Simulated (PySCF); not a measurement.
# MoOF4: relaxation and vibrations of the singlet

Aim: relax MoOF4 as a singlet from a hand-made trigonal bipyramidal (ligand arrangement 1) geometry, check by its vibrations whether the end is a minimum, and collect its spectrum and constants.

Computed with PySCF 2.14.0. Level: PBE0, basis Mo def2-SVP with ECP28, O def2-SVP, F def2-SVP, scalar-relativistic core potentials, no spin–orbit coupling, density fitting.

### Step 1. Where the work starts

6 atoms, charge 0, spin multiplicity 1.

Bond lengths: Mo1–O2 1.780 Å, Mo1–F3 2.020 Å, Mo1–F4 2.020 Å, Mo1–F5 2.020 Å, Mo1–F6 2.020 Å. Angles: O2–Mo1–F3 90.0°, O2–Mo1–F4 90.0°, O2–Mo1–F5 120.0°, O2–Mo1–F6 120.0°, F3–Mo1–F4 180.0°, F3–Mo1–F5 90.0°, F3–Mo1–F6 90.0°, F4–Mo1–F5 90.0°, F4–Mo1–F6 90.0°, F5–Mo1–F6 120.0°.

```xyz
6
charge 0 multiplicity 1
Mo   -0.0261   -0.0452    0.0000
O    -0.9161   -1.5867    0.0000
F    -0.0261   -0.0452    2.0200
F    -0.0261   -0.0452   -2.0200
F     1.9939   -0.0452    0.0000
F    -1.0361    1.7042    0.0000
```

### Step 2. Relaxing the singlet from the trigonal bipyramidal (ligand arrangement 1) start

The steps below are one call of a driver around PySCF. For each, scf.py gives the equivalent set-up of the SCF; relaxations use the driver's own optimiser. Before each start the driver seeks the lowest SCF state from one or more starting densities and follows internal instabilities, so scf.py alone need not reach the same state.

The program finds C2v symmetry in the start, which this walk keeps. Threshold on the gradient: 0.0003 Eh/bohr, with a further test on the energy change.

scf.py

```python
from pyscf import gto, scf, dft
mol = gto.M(atom='''
Mo    -0.026085    -0.045180     0.000000
O     -0.916096    -1.586674     0.000000
F     -0.026085    -0.045180     2.020000
F     -0.026085    -0.045180    -2.020000
F      1.993927    -0.045201    -0.000000
F     -1.036061     1.704220    -0.000000''',
    basis={'Mo': 'def2-SVP', 'O': 'def2-SVP', 'F': 'def2-SVP'},
    ecp={'Mo': 'def2-SVP'},
    charge=0, spin=0)
mf = dft.RKS(mol, xc='PBE0')
mf.grids.atom_grid = (50, 194)
aux = {'Mo': 'def2-universal-JKFIT', 'O': 'def2-universal-JKFIT', 'F': 'def2-universal-JKFIT'}
mf = mf.density_fit(auxbasis=aux)
mf.kernel()
```

After this run come: Vibrations and properties at this point.

What does the calculation give? Wanted: minimum; geometry; wavenumbers; dipole moment; highest occupied, lowest empty level; polar-tensor charge of Mo1; zero-point energy; atomisation energy.

As calculated:

| quantity | value |
| --- | --- |
| minimum | singlet, C4v |
| geometry | Mo–F 1.832 Å (×4), Mo–O 1.636 Å; F–Mo–F 86.1° (×4), F–Mo–F 149.7° (×2), F–Mo–O 105.2° (×4) |
| wavenumbers (cm⁻¹) | 90 (b1), 210 (e), 264 (a1), 299 (e), 341 (b2), 640 (b1), 737 (a1), 743 (e), 1136 (a1) |
| dipole moment | 0.05 D |
| highest occupied, lowest empty level | -12.01, -5.10 eV |
| polar-tensor charge of Mo1 | +3.13 e |
| zero-point energy | 34.2 kJ/mol |
| entropy at 298.15 K | 338.4 J/(mol K) |
| atomisation energy (no zero-point energy) | 2501 kJ/mol |

What this shows: From C2v at the start the molecule goes to a C4v minimum. In the infrared the band at 743 cm⁻¹ (e, stretch) leads. Other starts or spin states, not run here, may lie lower.
